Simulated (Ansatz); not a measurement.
Set up this calculation in Ansatz 0.2.0, as the native input.

```
Task                : band structure
Functional          : PBEsol
Potentials or basis : all-electron LAPW, scalar-relativistic
Cutoff              : 178 eV (chosen from the basis error)
Basis error allowed : 0.002 eV/atom
k mesh              : 9 × 9 × 9
Occupations         : fermi-dirac, width 0.05 eV
Spin                : no spin polarisation
```

Crystal: Al3Au.

```
Au Al
1.0
    -2.02533    2.02533    4.05660
     2.02533   -2.02533    4.05660
     2.02533    2.02533   -4.05660
Au Al
1 3
Direct
  0.00000 0.00000 0.00000
  0.50000 0.50000 0.00000
  0.25000 0.75000 0.50000
  0.75000 0.25000 0.50000
```

The cell comes from a database or a generator and needn't be the stable form of this composition.

These files were run (other wordings do the same):

input.yaml

```yaml
crystal:
  lattice:
    - [-2.025333, 2.025333, 4.0566]
    - [2.025333, -2.025333, 4.0566]
    - [2.025333, 2.025333, -4.0566]
  atoms:
    - { symbol: Au, position: [0.0, 0.0, 0.0] }
    - { symbol: Al, position: [0.5, 0.5, 0.0] }
    - { symbol: Al, position: [0.25, 0.75, 0.5] }
    - { symbol: Al, position: [0.75, 0.25, 0.5] }
kpoints:
  mp_grid: { grid: [9, 9, 9] }
  band_path:
    path:
      - [0.0, 0.0, 0.0]
      - [0.0, 0.0, 0.5]
      - [-0.1246345671, 0.1246345671, 0.5]
      - [-0.3123172836, 0.3123172836, 0.3123172836]
      - [0.0, 0.0, 0.0]
      - [0.5, 0.5, -0.5]
      - [0.3123172836, 0.6876827164, -0.3123172836]
      - [0.0, 0.5, 0.0]
    npoints: 6
scf:
  occupations: { method: fermi_dirac, width: 0.05 }
hamiltonian:
  xc: pbesol
  pseudopotentials: { kind: all_electron, lapw: { basis_error: 0.002 } }
output:
  forces: true
  stress: true
  eigenvalues: true
```

Potentials or basis: all-electron LAPW, scalar-relativistic.

Command:

```bash
$ ansatz run input.yaml --threads 2 --pin off --max-ram 8192MiB --backend cpu --events-out ev --progress --plain --runs-dir out
```

It gave:

```
Pressure                : -2.6 GPa
Band gap along the path : none (metal or under the smearing width)
```

Caveat: spin-orbit coupling is left out, which moves the levels of the heavy elements.

It took 22 s on 2 threads of Arm Neoverse V1 (shared host), peak memory 0.49 GiB.
